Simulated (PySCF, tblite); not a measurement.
**C₅H₄ClFS: a rotation path, then NMR shifts on frames**

Aim: move C₅H₄ClFS (`FCc1ccsc1Cl`) away from its starting geometry and see how NMR shifts follow the geometry.

Programs: tblite 0.8.0 and PySCF 2.14.0, with density-fitted response routines of our own. Each step states its level of theory. These are calculated values for one molecule in the gas phase, unless marked as measured. Atoms are numbered from 0 throughout.

## 1. Starting geometry

12 atoms, charge 0, multiplicity 1; geometry from: GFN2-xTB.

Bonds of the start (Å): F0–C1 1.37, C1–C2 1.50, C2–C3 1.42, C3–C4 1.35, C4–S5 1.72, S5–C6 1.73, C6–Cl7 1.71, C6–C2 1.36, C1–H8 1.09, C1–H9 1.10, C3–H10 1.07, C4–H11 1.07.

## 2. The rotation path with GFN2-xTB

The job: settings as JSON, then the geometry in Å.

```
{"job": {"kind": "neb", "xc": "GFN2-xTB", "basis": "xTB", "atoms": [3, 2, 1, 0], "turn": 120}, "charge": 0, "multiplicity": 1}
F     -1.532036    -1.731844    -0.902540
C     -1.579711    -0.626126    -0.089777
C     -0.236400     0.026128    -0.004037
C      0.985989    -0.690398     0.075285
C      2.070966     0.116376     0.148395
S      1.649911     1.784708     0.134253
C     -0.028297     1.374870     0.010831
Cl    -1.226117     2.594968    -0.055284
H     -2.325112     0.055383    -0.511244
H     -1.911045    -0.978709     0.895541
H      1.029676    -1.763926     0.061825
H      3.103375    -0.162115     0.210726
```

With the program's defaults for keys left out, this is: GFN2-xTB climbing-image nudged elastic band, gas phase.

Command:

```bash
OMP_NUM_THREADS=1 python probes_run.py task.json out
```

One launch serves the whole session: the jobs run in the order shown.

Standard output:

```text
image   E - E0 / eV
  0       0.0000
  1       0.0018
  2       0.0038
  3       0.0041
  4       0.0023
  5       0.0007
  6       0.0013
  7       0.0038
  8       0.0069
```

Wall time 2.4 s (1 thread of Arm Neoverse V1, shared host); peak memory 0.19 GiB.

The final band, with the dihedral C3–C2–C1–F0:

```csv
image,dihedral (°),energy (eV),energy (kcal/mol)
0,-39,0.000,0.0
1,-24,0.002,0.0
2,-9,0.004,0.1
3,6,0.004,0.1
4,21,0.002,0.1
5,36,0.001,0.0
6,50,0.001,0.0
7,65,0.004,0.1
8,79,0.007,0.2
```

## 3. Nuclear shieldings: image 0, PBE0/pcSseg-1

The job: settings as JSON, then the geometry in Å.

```
{"job": {"kind": "nmr", "xc": "PBE0", "basis": "pcSseg-1", "pop": false}, "charge": 0, "multiplicity": 1}
F     -1.532000    -1.731800    -0.902500
C     -1.579700    -0.626100    -0.089800
C     -0.236400     0.026100    -0.004000
C      0.986000    -0.690400     0.075300
C      2.071000     0.116400     0.148400
S      1.649900     1.784700     0.134300
C     -0.028300     1.374900     0.010800
Cl    -1.226100     2.595000    -0.055300
H     -2.325100     0.055400    -0.511200
H     -1.911000    -0.978700     0.895500
H      1.029700    -1.763900     0.061800
H      3.103400    -0.162100     0.210700
```

With the program's defaults for keys left out, this is: GIAO PBE0/pcSseg-1 NMR shielding, non-relativistic, gas phase.

Standard output:

```text
coarse grid: 12248 points
cycle   1  E = -1150.3566791132  dE =  1.448e+00  |g| = 5.277e-01  |ddm| = 3.671e+00
cycle   2  E = -1150.2858362083  dE =  7.084e-02  |g| = 8.002e-01  |ddm| = 1.199e+00
cycle   3  E = -1150.4085848693  dE = -1.227e-01  |g| = 9.932e-02  |ddm| = 8.432e-01
cycle   4  E = -1150.4104621890  dE = -1.877e-03  |g| = 6.006e-02  |ddm| = 1.703e-01
cycle   5  E = -1150.4113032139  dE = -8.410e-04  |g| = 9.967e-03  |ddm| = 5.867e-02
cycle   6  E = -1150.4113217240  dE = -1.851e-05  |g| = 3.930e-03  |ddm| = 1.484e-02
cycle   7  E = -1150.4113249658  dE = -3.242e-06  |g| = 1.625e-03  |ddm| = 5.014e-03
final grid: 112624 points
cycle   8  E = -1150.4676036839  dE = -3.696e-05  |g| = 8.107e-03  |ddm| = 3.748e-02
cycle   9  E = -1150.4675893557  dE =  1.433e-05  |g| = 1.100e-02  |ddm| = 1.814e-02
cycle  10  E = -1150.4676182517  dE = -2.890e-05  |g| = 1.247e-03  |ddm| = 1.236e-02
cycle  11  E = -1150.4676185677  dE = -3.160e-07  |g| = 4.538e-04  |ddm| = 1.996e-03
cycle  12  E = -1150.4676186163  dE = -4.857e-08  |g| = 1.183e-04  |ddm| = 4.809e-04
cycle  13  E = -1150.4676186195  dE = -3.210e-09  |g| = 3.336e-05  |ddm| = 1.434e-04
cycle  14  E = -1150.4676186198  dE = -3.047e-10  |g| = 7.930e-06  |ddm| = 5.029e-05
converged SCF energy = -1150.4676186198

GIAO shielding tensors (ppm)
atom      isotropic    diamagn.    paramagn.     s11        s22        s33       span
  0 F      420.835     471.693     -50.858    386.147    407.390    468.968     82.820
  1 C      104.880     235.477    -130.597     73.895     83.409    157.335     83.439
  2 C       45.307     259.271    -213.965    -27.439     28.863    134.497    161.936
  3 C       56.044     248.218    -192.174    -26.506     41.214    153.424    179.930
  4 C       55.051     259.916    -204.865    -33.251     54.234    144.170    177.421
  5 S      255.128    1055.068    -799.941    102.176    314.870    348.337    246.160
  6 C       45.670     257.414    -211.745    -29.469     72.444     94.034    123.503
  7 Cl     767.011    1146.305    -379.293    525.753    807.111    968.169    442.416
  8 H       25.742      27.104      -1.363     19.674     26.539     31.012     11.338
  9 H       26.030      26.436      -0.406     21.867     26.934     29.289      7.422
 10 H       24.382      30.861      -6.478     20.692     25.237     27.219      6.527
 11 H       24.676      30.192      -5.516     21.764     24.574     27.690      5.926
```

Run time: 19 s. Hardware: 1 thread of Arm Neoverse V1, shared host; peak memory 0.76 GiB.

The references, computed at this level on geometries of the same kind, shield at (ppm): ¹H TMS 31.72, ¹³C TMS 186.9, ¹⁹F CFCl3 170.9, ³³S CS2 504, ³⁵Cl HCl 950. Their shielding less the atom's gives the shift. The references are single molecules in the gas phase, so shifts against H2O, NH3, PH3, H3PO4 or CFCl3 are not on the usual liquid scales and can be off by tens of ppm. Each atom is listed at this fixed geometry, with no averaging over motion; a spectrum would average atoms that exchange fast.

```
atoms                                              environment  σ (ppm)  δ (ppm)
   C2                              substituted aromatic carbon     45.3    141.6
   C6                         aromatic carbon bearing chlorine     45.7    141.3
   C4                      aromatic CH next to the ring sulfur     55.1    131.9
   C3                                              aromatic CH     56.0    130.9
   C1                 sp3 CH2 bonded to F, on an aromatic ring    104.9     82.0
  H10                               hydrogen on an aromatic CH    24.38     7.33
  H11       hydrogen on an aromatic CH next to the ring sulfur    24.68     7.04
   H8  hydrogen on an sp3 CH2 bonded to F, on an aromatic ring    25.74     5.98
   H9  hydrogen on an sp3 CH2 bonded to F, on an aromatic ring    26.03     5.69
   F0                                fluorine on an sp3 carbon    420.8   -249.9
   S5                                     aromatic ring sulfur      255      249
  Cl7                                     chlorine bonded to C      767      183
```

Ring of atoms C2, C3, C4, S5, C6: NICS(0) -12.2, NICS(1) -10.4, NICS(1)zz -23.2 ppm (means of both faces).

## 4. NMR shieldings: image 4, PBE0/pcSseg-1

The job: settings as JSON, then the geometry in Å.

```
{"job": {"kind": "nmr", "xc": "PBE0", "basis": "pcSseg-1", "pop": false}, "charge": 0, "multiplicity": 1}
F     -1.489000    -1.968300     0.049500
C     -1.577700    -0.616600    -0.160200
C     -0.236700     0.032900    -0.006400
C      0.991100    -0.667800    -0.114100
C      2.075200     0.124600     0.060900
S      1.646200     1.764700     0.350500
C     -0.035700     1.358700     0.248700
Cl    -1.244000     2.556000     0.435500
H     -1.972300    -0.483300    -1.176600
H     -2.297300    -0.226300     0.568000
H      1.032400    -1.723100    -0.307200
H      3.108900    -0.152200     0.025300
```

Level: GIAO PBE0/pcSseg-1 NMR shielding, non-relativistic, gas phase.

Standard output:

```text
coarse grid: 12248 points
cycle   1  E = -1150.3575662949  dE =  1.448e+00  |g| = 5.228e-01  |ddm| = 3.670e+00
cycle   2  E = -1150.2895032099  dE =  6.806e-02  |g| = 7.861e-01  |ddm| = 1.192e+00
cycle   3  E = -1150.4081688042  dE = -1.187e-01  |g| = 1.012e-01  |ddm| = 8.425e-01
cycle   4  E = -1150.4101543817  dE = -1.986e-03  |g| = 5.990e-02  |ddm| = 1.707e-01
cycle   5  E = -1150.4109920959  dE = -8.377e-04  |g| = 9.983e-03  |ddm| = 5.841e-02
cycle   6  E = -1150.4110107368  dE = -1.864e-05  |g| = 4.000e-03  |ddm| = 1.506e-02
cycle   7  E = -1150.4110141455  dE = -3.409e-06  |g| = 1.608e-03  |ddm| = 5.084e-03
final grid: 112624 points
cycle   8  E = -1150.4674426703  dE = -3.671e-05  |g| = 8.069e-03  |ddm| = 3.520e-02
cycle   9  E = -1150.4674280399  dE =  1.463e-05  |g| = 1.097e-02  |ddm| = 1.812e-02
cycle  10  E = -1150.4674572397  dE = -2.920e-05  |g| = 1.263e-03  |ddm| = 1.244e-02
cycle  11  E = -1150.4674575731  dE = -3.334e-07  |g| = 4.636e-04  |ddm| = 1.990e-03
cycle  12  E = -1150.4674576238  dE = -5.072e-08  |g| = 1.183e-04  |ddm| = 4.890e-04
cycle  13  E = -1150.4674576269  dE = -3.113e-09  |g| = 3.261e-05  |ddm| = 1.424e-04
cycle  14  E = -1150.4674576272  dE = -2.747e-10  |g| = 8.091e-06  |ddm| = 5.132e-05
converged SCF energy = -1150.4674576272

GIAO shielding tensors (ppm)
atom      isotropic    diamagn.    paramagn.     s11        s22        s33       span
  0 F      430.710     471.547     -40.837    401.044    416.501    474.584     73.539
  1 C      103.067     235.620    -132.553     71.835     81.691    155.676     83.842
  2 C       44.638     259.463    -214.825    -27.226     30.897    130.243    157.468
  3 C       56.991     247.880    -190.889    -25.434     42.509    153.897    179.331
  4 C       55.397     259.962    -204.565    -32.859     54.730    144.319    177.178
  5 S      248.395    1055.086    -806.692     95.265    311.683    338.235    242.970
  6 C       48.522     257.486    -208.964    -25.875     75.152     96.287    122.162
  7 Cl     768.112    1146.243    -378.131    530.026    814.047    960.264    430.238
  8 H       25.911      26.312      -0.401     20.918     27.965     28.850      7.933
  9 H       25.747      26.797      -1.050     19.663     27.153     30.424     10.761
 10 H       24.446      31.021      -6.576     20.519     25.192     27.626      7.107
 11 H       24.692      30.218      -5.526     21.805     24.586     27.684      5.879
```

Wall time 18 s (1 thread of Arm Neoverse V1, shared host); peak memory 0.82 GiB.

This run: δ C2 142.3, C6 138.4, C4 131.5, C3 129.9, H10 7.27, H11 7.03 ppm.

## 5. Shielding tensors: image 8, PBE0/pcSseg-1

The job: settings as JSON, then the geometry in Å.

```
{"job": {"kind": "nmr", "xc": "PBE0", "basis": "pcSseg-1", "pop": false}, "charge": 0, "multiplicity": 1}
F     -1.858300    -1.460800     0.835100
C     -1.568100    -0.625500    -0.223300
C     -0.232800     0.019100    -0.033800
C      1.004300    -0.624300    -0.300000
C      2.079800     0.151200    -0.026400
S      1.632100     1.702100     0.569700
C     -0.043200     1.282600     0.451500
Cl    -1.251500     2.404600     0.899200
H     -1.579800    -1.251200    -1.121800
H     -2.368400     0.119200    -0.264600
H      1.069000    -1.629800    -0.673800
H      3.118100    -0.087900    -0.137800
```

Level: GIAO PBE0/pcSseg-1 NMR shielding, non-relativistic, gas phase.

Standard output:

```text
coarse grid: 12248 points
cycle   1  E = -1150.3530100066  dE =  1.445e+00  |g| = 5.413e-01  |ddm| = 3.666e+00
cycle   2  E = -1150.2758246425  dE =  7.719e-02  |g| = 8.328e-01  |ddm| = 1.198e+00
cycle   3  E = -1150.4083865247  dE = -1.326e-01  |g| = 9.808e-02  |ddm| = 8.315e-01
cycle   4  E = -1150.4101433231  dE = -1.757e-03  |g| = 6.257e-02  |ddm| = 1.730e-01
cycle   5  E = -1150.4110596564  dE = -9.163e-04  |g| = 1.012e-02  |ddm| = 6.075e-02
cycle   6  E = -1150.4110788278  dE = -1.917e-05  |g| = 4.152e-03  |ddm| = 1.535e-02
cycle   7  E = -1150.4110825066  dE = -3.679e-06  |g| = 1.680e-03  |ddm| = 5.310e-03
final grid: 112624 points
cycle   8  E = -1150.4669867030  dE = -3.232e-05  |g| = 8.159e-03  |ddm| = 3.227e-02
cycle   9  E = -1150.4669710390  dE =  1.566e-05  |g| = 1.121e-02  |ddm| = 1.843e-02
cycle  10  E = -1150.4670016378  dE = -3.060e-05  |g| = 1.278e-03  |ddm| = 1.281e-02
cycle  11  E = -1150.4670019798  dE = -3.420e-07  |g| = 4.669e-04  |ddm| = 2.020e-03
cycle  12  E = -1150.4670020316  dE = -5.177e-08  |g| = 1.135e-04  |ddm| = 4.773e-04
cycle  13  E = -1150.4670020345  dE = -2.950e-09  |g| = 3.212e-05  |ddm| = 1.366e-04
cycle  14  E = -1150.4670020348  dE = -2.779e-10  |g| = 8.597e-06  |ddm| = 4.927e-05
converged SCF energy = -1150.4670020348

GIAO shielding tensors (ppm)
atom      isotropic    diamagn.    paramagn.     s11        s22        s33       span
  0 F      397.542     471.429     -73.887    356.747    377.182    458.696    101.949
  1 C      108.271     234.381    -126.109     78.192     87.133    159.489     81.298
  2 C       46.896     258.618    -211.722    -28.229     26.963    141.954    170.183
  3 C       53.202     249.353    -196.151    -28.139     42.500    145.245    173.384
  4 C       55.535     259.815    -204.281    -32.977     54.662    144.919    177.895
  5 S      250.310    1055.010    -804.700     97.629    302.411    350.890    253.261
  6 C       38.105     257.346    -219.240    -39.582     63.618     90.280    129.862
  7 Cl     763.919    1146.228    -382.309    511.993    812.820    966.942    454.949
  8 H       26.201      27.018      -0.817     22.613     26.014     29.977      7.364
  9 H       25.858      27.050      -1.192     21.597     27.230     28.746      7.149
 10 H       24.428      31.098      -6.670     21.102     25.450     26.734      5.632
 11 H       24.693      30.174      -5.481     21.768     24.622     27.689      5.921
```

Wall time 19 s (1 thread of Arm Neoverse V1, shared host); peak memory 0.88 GiB.

This run: δ C6 148.8, C2 140.0, C3 133.7, C4 131.4, H10 7.29, H11 7.02 ppm.

## 6. Side by side: NMR shifts

Shifts (ppm) of some atoms, chosen among heavy atoms and hydrogens apart, with basis size and wall time:

```csv
frame,C6,C1,H8,H9,F0,S5,Cl7,functions,time
image 0,141.3,82.0,5.98,5.69,-249.9,249,183,170,19 s
image 4,138.4,83.9,5.81,5.97,-259.8,255,182,170,18 s
image 8,148.8,78.7,5.52,5.86,-226.6,253,186,170,19 s
```

## 7. Results

| quantity | value |
| --- | --- |
| barrier | 0.007 eV (0.2 kcal/mol) at image 8 |
| end to end (GFN2-xTB) | 0.007 eV |
| ¹³C shifts against TMS (PBE0/pcSseg-1, image 0) | 141.6, 141.3, 131.9, 130.9, 82.0 ppm |
| ¹H shifts against TMS (PBE0/pcSseg-1, image 0) | 7.33, 7.04, 5.98, 5.69 ppm |
| ¹⁹F shifts against CFCl3 (PBE0/pcSseg-1, image 0) | -249.9 ppm |
| ³³S shifts against CS2 (PBE0/pcSseg-1, image 0) | 249 ppm |
| ³⁵Cl shifts against HCl (PBE0/pcSseg-1, image 0) | 183 ppm |
| range of the shift of F0 | -259.8 to -226.6 ppm |

What this shows: Along the band the dihedral turns by 119°, and the top (dihedral 79°) lies 0.2 kcal/mol above the start (GFN2-xTB, rough), so at room temperature this motion is fast. Ends this close can change order at a higher level. The top is the band's fixed end, so this is the step from end to end, not a climb to a saddle. Shifts at one fixed geometry are not the observed spectrum, which averages over the motion. In the first frame run (image 0): Shielding is most anisotropic at Cl7 (span 442 ppm, paramagnetic term -379 ppm). NICS(1)zz of -23 ppm above the planar ring from C2 marks a diatropic (aromatic) ring current. In ppm, F0 moves most: its shift spreads over 33.2 ppm, from -259.8 (image 4) to -226.6 (image 8).
